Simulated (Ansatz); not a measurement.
# Sn2PdSe5: the cost of one run

Method: DFT PBE, scalar-relativistic, plane waves, PAW, unless a step names another level, in Ansatz 0.2.0.

17 further runs of the same task are left out: 7 that didn't finish, 10 set aside as unsound or not needed. Runs told in other sessions of the task aren't counted.

**1. The formula and the candidates**

Pauling electronegativities: Sn 1.96, Pd 2.20, Se 2.55 (spread 0.59). The formula balances with common oxidation states: Sn +4, Pd +2, Se -2, a formal count that means little at so small a spread. Tabulated atomic sizes suggest about 25 Å³/atom. 18 candidates were drawn, by swapping species into database cells of other compounds, at random by space group and Wyckoff sites, or by hand, as the table says:

```csv
name,made from,space group no.,Wyckoff sites,atoms (primitive cell),V (Å³/atom)
c01,random,164,"Sn 2d; Pd 1a; Se 2d, 3f",8,29.1
c02,random,191,"Sn 2d; Pd 1b; Se 3f, 2e",8,32.1
c03,"built by hand: Pseudobrookite Fe2TiO5, ordered",63,"Sn 8f; Pd 4c; Se 8f, 8f, 4c",16,25.3
c04,random,216,"Sn 4a, 4b; Pd 4c; Se 16e, 4d",8,31.0
c05,random,191,"Sn 2d; Pd 1b; Se 3g, 2c",8,29.6
c06,random,216,"Sn 4d, 4a; Pd 4b; Se 4c, 16e",8,26.7
c07,random,191,"Sn 2c; Pd 1a; Se 2d, 1b, 2e",8,29.2
c08,random,123,"Sn 1b, 1c; Pd 1a; Se 4i, 1d",8,31.6
c09,random,123,"Sn 2h; Pd 1c; Se 2f, 2e, 1d",8,26.6
c10,random,123,"Sn 2h; Pd 1b; Se 4l, 1a",8,31.3
c11,database cell of NaLi5N2,123,"Sn 1c, 1b; Pd 1d; Se 4i, 1a",8,23.6
c12,built by hand: Ta2NiSe5 orthorhombic,63,"Sn 8f; Pd 4c; Se 8f, 4c, 8f",16,25.3
c13,random,216,"Sn 4b, 4a; Pd 4d; Se 16e, 4c",8,28.2
c14,built by hand: NH4Pb2Br5 (CsPb2Br5),140,"Sn 8h; Pd 4a; Se 16l, 4c",16,25.3
c15,database cell of Al5CuW2,123,"Sn 1a, 1d; Pd 1b; Se 4i, 1c",8,25.0
c16,database cell of K2AlF5,123,"Sn 2e; Pd 1a; Se 4j, 1b",8,23.2
c17,random,191,"Sn 2e; Pd 1a; Se 4h, 1b",8,25.8
c18,built by hand: Nb2PdSe5 (ideal Nb2PdS5),12,"Sn 4i, 4i; Pd 2c, 2a; Se 4i, 4i, 4i, 4i, 4i",16,25.3
```

**2. Screening run of c03**

The input, input.yaml:

```yaml
crystal:
  lattice:
    - [2.35, -6.45, 0.0]
    - [2.35, 6.45, 0.0]
    - [0.0, 0.0, 13.35]
  atoms:
    - { symbol: Sn, position: [0.135, 0.865, 0.935] }
    - { symbol: Sn, position: [0.135, 0.865, 0.565] }
    - { symbol: Sn, position: [0.865, 0.135, 0.435] }
    - { symbol: Sn, position: [0.865, 0.135, 0.065] }
    - { symbol: Pd, position: [0.81, 0.19, 0.75] }
    - { symbol: Pd, position: [0.19, 0.81, 0.25] }
    - { symbol: Se, position: [0.689, 0.311, 0.93] }
    - { symbol: Se, position: [0.952, 0.048, 0.885] }
    - { symbol: Se, position: [0.689, 0.311, 0.57] }
    - { symbol: Se, position: [0.952, 0.048, 0.615] }
    - { symbol: Se, position: [0.235, 0.765, 0.75] }
    - { symbol: Se, position: [0.311, 0.689, 0.43] }
    - { symbol: Se, position: [0.048, 0.952, 0.385] }
    - { symbol: Se, position: [0.311, 0.689, 0.07] }
    - { symbol: Se, position: [0.048, 0.952, 0.115] }
    - { symbol: Se, position: [0.765, 0.235, 0.25] }
basis:
  ecutwfc: 420
kpoints:
  mp_grid: { grid: [3, 3, 1] }
hamiltonian:
  xc: pbe
scf:
  occupations: { method: gaussian, width: 0.15 }
  lower_state_search: "off"
output:
  forces: true
  stress: true
  eigenvalues: true
relax:
  adjacent_minimum: "off"
  f_tol: 0.08
  max_steps: 16
  cell: { stress_tol: 0.8 }
```

On the command line:

```console
ansatz run input.yaml --threads 1 --pin off --max-ram 2560MiB --backend cpu --events-out ev --progress --plain --runs-dir out
```

**Question.** How long does this run take on 1 thread of Arm Neoverse V2, shared host, and how much memory does it need?

About 4.2 min, with a peak of 0.9 GiB.
